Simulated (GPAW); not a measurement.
Input of a GPAW 26.7.0 run:

File run.py:

```python
import numpy as np
from ase.dft.bandgap import bandgap
from ase.io import read, write
from gpaw import GPAW, PW
from gpaw.response.df import DielectricFunction

atoms = read('NbTe.cif')

calc = GPAW(mode=PW(450),
            xc='RPBE',
            kpts={'size': (7, 7, 6), 'gamma': True},
            occupations={'name': 'fermi-dirac', 'width': 0.05},
            setups={'Nb': ':d,5.3'},
            nbands=20,
            convergence={'density': 1e-06},
            maxiter=150,
            txt='gpaw.txt')
atoms.calc = calc
energy = atoms.get_potential_energy()
calc.write('gs.gpw')
write('result.traj', atoms)
print(f'Energy: {energy:.6f} eV')
print('Fermi level:', round(calc.get_fermi_level(), 4), 'eV')
print(f'Gap: {bandgap(calc)[0]:.4f} eV, direct: {bandgap(calc, direct=True)[0]:.4f} eV')

dense = calc.fixed_density(kpts={'size': (13, 13, 11), 'gamma': True},
                           nbands=36, convergence={'bands': 30, 'eigenstates': 1e-7},
                           update_fermi_level=True, txt='dense.txt')
dense.write('dense.gpw', mode='all')

df = DielectricFunction('dense.gpw', frequencies=np.array([0.0]), hilbert=False, eta=0.001,
                        ecut=60, nbands=30, txt='df.txt')
for q_c in [[0.0769230769, 0.0769230769, 0.0], [0.1538461538, 0.1538461538, 0.0], [0.2307692308, 0.2307692308, 0.0], [0.3076923077, 0.3076923077, 0.0], [0.4615384615, 0.4615384615, 0.0], [0.6923076923, 0.6923076923, 0.0], [0.9230769231, 0.9230769231, 0.0], [0.0, 0.0, 0.0909090909], [0.0, 0.0, 0.1818181818], [0.0, 0.0, 0.2727272727], [0.0, 0.0, 0.4545454545], [0.0, 0.0, 0.7272727273], [0.0, 0.0, 0.9090909091]]:
    e0, e = df.get_dielectric_function(xc='RPA', q_c=q_c, filename=None)
    q = np.linalg.norm(2 * np.pi * np.array(q_c) @ atoms.cell.reciprocal())
    print(q_c, f'|q| = {q:.4f} 1/A: eps {e0[0].real:.4f} without, {e[0].real:.4f} with local fields')
```

Contents of NbTe.cif:

```cif
data_NbTe
_cell_length_a 3.70297439
_cell_length_b 3.70297439
_cell_length_c 3.69421100
_cell_angle_alpha 90.00000000
_cell_angle_beta 90.00000000
_cell_angle_gamma 120.00000000
_space_group_name_H-M_alt 'P1'
_space_group_name_Hall 'P 1'
_space_group_IT_number 1
loop_
_space_group_symop_operation_xyz
'x,y,z'
loop_
_atom_site_label
_atom_site_type_symbol
_atom_site_symmetry_multiplicity
_atom_site_Wyckoff_symbol
_atom_site_fract_x
_atom_site_fract_y
_atom_site_fract_z
_atom_site_occupancy
Te1 Te 1 a 0.6666666667 0.3333333333 0.0000000000 1
Nb1 Nb 1 a 0.0000000000 0.0000000000 0.5000000000 1
```

Potentials or basis: the program's PAW data sets (release 1.2.1) made for this functional, pw.

The run is started by

```console
$ OMP_NUM_THREADS=1 python run.py
```

Question: What does it give for the band gap on the k mesh?

Answer: None (metal or under the smearing width).

Caveat: response on these states lacks terms of the Hamiltonian; U without spin polarisation on a metal has little footing; the U is typed as a test and isn't derived for this compound. Spin-orbit coupling is left out, which matters for the levels of Te.
